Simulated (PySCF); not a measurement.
# C2H6Hg (HgMe2): the cost of one run

Computed with PySCF 2.14.0 and routines of our own; the level stands in each step. Atoms count from 0.

3 further runs of the same task are left out: 3 for a basis unfit for spin-orbit shieldings.

## (1) The system as given

9 atoms, charge 0, multiplicity 1; geometry from: GFN2-xTB.

## (2) NMR shieldings: PBE0/x2c-SVPall-2c Hg:us-x2c-SVPall-2c, spin-free

Job settings and geometry (Å):

```
{"job": {"xc": "PBE0", "basis": {"default": "x2c-SVPall-2c", "Hg": "us-x2c-SVPall-2c"}, "rel": "sf", "kind": "hnmr"}, "charge": 0, "multiplicity": 1}
Hg     0.005350     0.010010    -0.000000
C     -0.003670    -0.016060     2.347580
H     -0.439520     0.903020     2.740640
H      1.011940    -0.107860     2.734260
H     -0.589000    -0.859010     2.717380
C      0.004100     0.017180    -2.347650
H     -1.017530     0.018790    -2.729330
H      0.513130    -0.867370    -2.732190
H      0.515200     0.901300    -2.730690
```

Level: PBE0/x2c-SVPall-2c Hg:us-x2c-SVPall-2c GIAO NMR shielding, spin-free X2C, Gaussian nuclei, gas phase.

Run with:

```console
> OMP_NUM_THREADS=1 python heavy_run.py task.json out
```

This one command runs all jobs of the session in turn.

**Question.** How long does this first job take on 1 thread of Arm Neoverse V1, shared host, and how much memory does it need?

About 37 s, with a peak of 0.97 GiB.
